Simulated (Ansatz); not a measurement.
One input on several machines: LDA molecular dynamics, a 3×3×2 supercell of LuAs (Fm-3m)

All times were clocked for whole runs of Ansatz 0.2.0, start-up included, one run at a time with no other job on the machine: a node with four NVIDIA GB300 Max-Q cards and 144 Grace (Neoverse V2) cores; a node with four NVIDIA GB200 cards and 144 Grace (Neoverse V2) cores; a node with eight NVIDIA H100 80GB cards and 96 AMD EPYC 7R13 cores. Times and memory are rounded to two significant figures, and ratios are formed from the unrounded values. A row is a single run, so small differences between rows aren't established. System services beside the runs took up to 5 cores (rounded up). Runs with a thread on every core shared the cores with them. Precision is the program's default, which can work at lower precision in parts of a run. Card memory is the largest of readings taken every 0.4 s, so short peaks can be missed, and it isn't given for runs under about 3 s. It shows what a run took, which needn't be the least that it can run in: the program holds more work at once where threads and free memory allow.

Commands are shown without the flags for output files and display.

The PAW files were made with PBE. For this functional the program regenerates the frozen cores at set-up.

| Property | Result |
| --- | --- |
| atoms | 36 |
| valence electrons | 720 |
| cell volume | 823 Å³ |
| cutoff (chosen by the program) | 420 eV |
| k mesh | 4×4×5 |
| k points solved | 42 |
| symmetry operations used (translations within a supercell counted) | 1 |
| plane waves at Γ | 16055 |
| dense FFT grid | 81×81×54 |
| bands at the start | 432 |
| spin | none |
| first density | atoms corrected by the program's trained network |

Input:

```yaml
crystal:
  lattice:
    - [0.000000, 8.514573, 8.514573]
    - [8.514573, 0.000000, 8.514573]
    - [5.676382, 5.676382, 0.000000]
  atoms:
    - { symbol: Lu, position: [0.166667, 0.166667, 0.250000] }
    - { symbol: As, position: [0.000000, 0.000000, 0.000000] }
    - { symbol: Lu, position: [0.166667, 0.166667, 0.750000] }
    # ... 32 more atoms, left out here ...
    - { symbol: As, position: [0.666667, 0.666667, 0.500000] }
kpoints:
  mp_grid: { grid: [4, 4, 5] }
hamiltonian:
  xc: lda
scf:
  occupations: { method: gaussian, width: 0.1 }
md: { ensemble: nvt_langevin, temperature: 1200, timestep: 1.0, n_steps: 10, initial_velocities: maxwell_boltzmann, seed: 1 }
```

| machine share | command | wall time | SCF clock | outside it | CPU time | SCF iterations | steps logged | threads | host memory (GiB) | fullest card (GiB) | remarks |
| --- | --- | --- | --- | --- | --- | --- | --- | --- | --- | --- | --- |
| 1 × GB200 | ansatz run input.yaml --backend cuda --devices 1 | 61 s | 59 s | 1.7 s | 28 min | 101 | 11 | 72 | 9.7 | 81 |  |
| 1 × GB300 | ansatz run input.yaml --backend cuda --devices 1 | 110 s | 110 s | 1.7 s | 59 min | 100 | 11 | 72 | 3.1 | 88 |  |
| 1 × H100 | ansatz run input.yaml --backend cuda --devices 1 | 87 s | 84 s | 2.7 s | 22 min | 101 | 11 | 48 | 9.2 | 69 | card 69 of 80 GiB; slots 42→33 |

The SCF clock is the program's own. It runs from the start of the first SCF loop to the final result and holds forces, stress, later SCFs and response steps. Outside it lie start-up, exit and the set-up ahead of the first loop, which depends on the cell and the method.

SCF iterations are those that the program logged, summed over all steps and exchange cycles of a run; an SCF made in search of a lower state can go uncounted. Steps are those that the program logged, the start of a trajectory included. For molecular dynamics the program switches the space group off, so only time reversal reduces the mesh.

«slots a→b»: to fit the memory the program cut the eigensolver solves (one k point and spin each) that it holds at once from a to b, which trades time for memory. «card a of b GiB» or «host a of b GiB»: the run took three quarters or more of a card's memory (or the program reckoned to fill 85 % of what was free), or 60 % or more of the host memory that it had. The program fits its work to the free memory, so such a run may be limited by memory even where its log doesn't say so. Rows whose remarks tell of memory aren't like for like with rows without. Of long logs only the start and the end were kept, so a limit that memory set in between can be missed.

The machines don't compute alike at the default precision: the logs show emulated matrix products on GB200 and GB300, and some doubles held as pairs of floats on GB300.

The runs on cards also kept host threads busy (see the CPU time), so differences between cards can come from their hosts too.

Among these rows the slowest by wall time (1 × GB300) takes 1.8 times as long as the fastest (1 × GB200).

The gap on the SCF clock between 1 × GB300 and 1 × GB200 (110 s against 59 s) lies mostly in the eigensolver (78 s against 43 s). Its cause wasn't traced.

Task: How long does the same input take on 4 × H100 (ansatz run input.yaml --backend cuda --devices 4)?

Result: 32 s, in 100 SCF iterations, 0.52 times the time on 1 × GB200; peak host memory 6.5 GiB, 24 GiB on the fullest card. Of the wall time 27 s is on the SCF clock and 5.0 s outside. On the SCF clock alone it is 0.45 times that on 1 × GB200 (27 s against 59 s). The cards share k points, with 4 pools of 24 host workers by the log's list (its own count of threads can differ).
